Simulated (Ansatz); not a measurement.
# K2Ge: the cost of one run

Method: DFT PBE, scalar-relativistic, plane waves, PAW, in Ansatz 0.2.0.

### 1 The starting structure

It takes space group P4/mmm (No. 123, tetragonal). The conventional cell has a = 4.437 Å, b = 4.437 Å, c = 5.591 Å, α = 90.00°, β = 90.00°, γ = 90.00°. K (site symmetry mmm) is surrounded by 4 K at 3.14 Å and 4 Ge at 3.57 Å. Ge (site symmetry 4/mmm) has 8 K at 3.57 Å as nearest neighbours.

Structure file:

```xyz
3
Lattice="4.4367 0.0000 0.0000 0.0000 4.4367 0.0000 0.0000 0.0000 5.5909" Properties=species:S:1:pos:R:3 pbc="T T T"
K     0.0000    2.2184    2.7954
K     2.2184    0.0000    2.7954
Ge    2.2184    2.2184    0.0000
```

Recipe of the guess: random cell by space group and Wyckoff sites (P4/mmm, No. 123). Its size is a rough estimate.

### 2 The guess as it stands, on a coarse mesh

Contents of input.yaml:

```yaml
crystal:
  lattice:
    - [4.43673436, 0.0, 0.0]
    - [0.0, 4.43673436, 0.0]
    - [0.0, 0.0, 5.59089282]
  atoms:
    - { symbol: K, position: [0.0, 0.5, 0.5] }
    - { symbol: K, position: [0.5, 0.0, 0.5] }
    - { symbol: Ge, position: [0.5, 0.5, 0.0] }
basis:
  ecutwfc: 420
kpoints:
  mp_grid: { grid: [4, 4, 4] }
hamiltonian:
  xc: pbe
scf:
  occupations: { method: gaussian, width: 0.1 }
  lower_state_search: "off"
output:
  forces: true
  stress: true
  eigenvalues: true
```

The run is started by

```sh
$ ansatz run input.yaml --threads 1 --pin off --max-ram 2560MiB --backend cpu --events-out ev --progress --plain --runs-dir out
```

**Question.** How long does this run take on 1 thread of Arm Neoverse V1, shared host, and how much memory does it need?

About 2.3 s, with a peak of 0.34 GiB.
